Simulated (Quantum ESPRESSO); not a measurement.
# NbTe under changes of volume

One of the cells (20.101 Å³/atom); the others are scaled copies at fixed shape and fractional positions:

```
Nb Te
1.0
     3.42570    0.00000    0.00000
     0.00000    3.42570    0.00000
     0.00000    0.00000    3.42570
Nb Te
1 1
Cartesian
  1.7128 1.7128 1.7128
  0.0000 0.0000 0.0000
```

The cell was built by a generator and needn't be a form met in nature.

* Program: Quantum ESPRESSO 7.5
* Functional: PBE
* Potentials or basis: SSSP 1.3 efficiency PBE
* Cutoff: 748 eV
* Density cutoff: 5987 eV
* k mesh: 8 × 8 × 8
* Occupations: fermi-dirac, width 0.05 eV
* Spin: no spin polarisation

```csv
volume (Å³/atom),energy over the lowest point (meV/atom),pressure (GPa)
18.895,43.50,11.0
19.297,20.55,7.3
19.699,6.37,4.0
20.101,0.00,1.1
20.503,?,?
20.905,7.41,-3.9
21.307,19.79,-6.0
```

What does the run at 20.503 Å³/atom give?

Energy over the lowest point 0.60 meV/atom; pressure -1.5 GPa.

Worked out: A Birch-Murnaghan fit of order 3 (a polynomial in V^(-2/3)) to the other rows has its minimum at 20.26 Å³/atom with B0 = V·E''(V) = 134 GPa and B' = 4.7. It gives 0.59 meV/atom at 20.503 Å³/atom, against the run's 0.60, and -dE/dV = -1.5 GPa, against -1.5.

Energies are extrapolated to zero smearing.
